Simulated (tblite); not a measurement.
# C4H11PSSi2: the cost of one run

The runs use tblite 0.8.0 and PySCF 2.14.0, with density-fitted response routines of our own; the level of theory stands in each step. All values are computed, except where a source is named. Atoms are numbered from 0 throughout.

## Step 1: The molecule as given

19 atoms, charge 0, multiplicity 1; geometry from: force field or distance geometry start.

Bonds of the start (Å): C0–C1 1.34, C1–C2 1.46, C2–C3 1.36, C2–Si4 1.86, Si4–P5 2.23, Si4–S6 2.14, S6–Si7 2.14, C0–H8 1.08, C0–H9 1.10, C1–H10 1.10, C3–H11 1.09, C3–H12 1.08, Si4–H13 1.49, P5–H14 1.41, P5–H15 1.42, Si7–H16 1.49, Si7–H17 1.47, Si7–H18 1.48.

## Step 2: Optimising the geometry with GFN2-xTB

What the job is given:

```
{"job": {"kind": "relax", "xc": "GFN2-xTB", "basis": "xTB"}, "charge": 0, "multiplicity": 1}
C     -1.872100    -1.964000     0.185000
C     -1.856300    -0.688100     0.606300
C     -0.975100     0.405400     0.207500
C     -1.217500     1.639500     0.717100
Si     0.428400     0.135100    -0.982800
P     -0.042800     1.229600    -2.871700
S      2.221800     1.007100    -0.216500
Si     2.529400    -0.506400     1.264600
H     -1.224000    -2.370200    -0.576900
H     -2.611200    -2.654700     0.609400
H     -2.591700    -0.440000     1.379700
H     -2.031300     1.814600     1.427200
H     -0.616800     2.502500     0.485700
H      0.675500    -1.286000    -1.338200
H      1.267200     1.212600    -3.401900
H      0.076600     2.534100    -2.320900
H      1.424500    -0.480300     2.256700
H      3.804600    -0.246300     1.953700
H      2.601000    -1.835400     0.608600
```

Started as:

```console
OMP_NUM_THREADS=1 python probes_run.py task.json out
```

The driver reads the jobs from task.json and runs them one after another.

**Question.** How long does this first job take on 1 thread of Arm Neoverse N1, shared host, and how much memory does it need?

About 5.4 s, with a peak of 0.18 GiB.
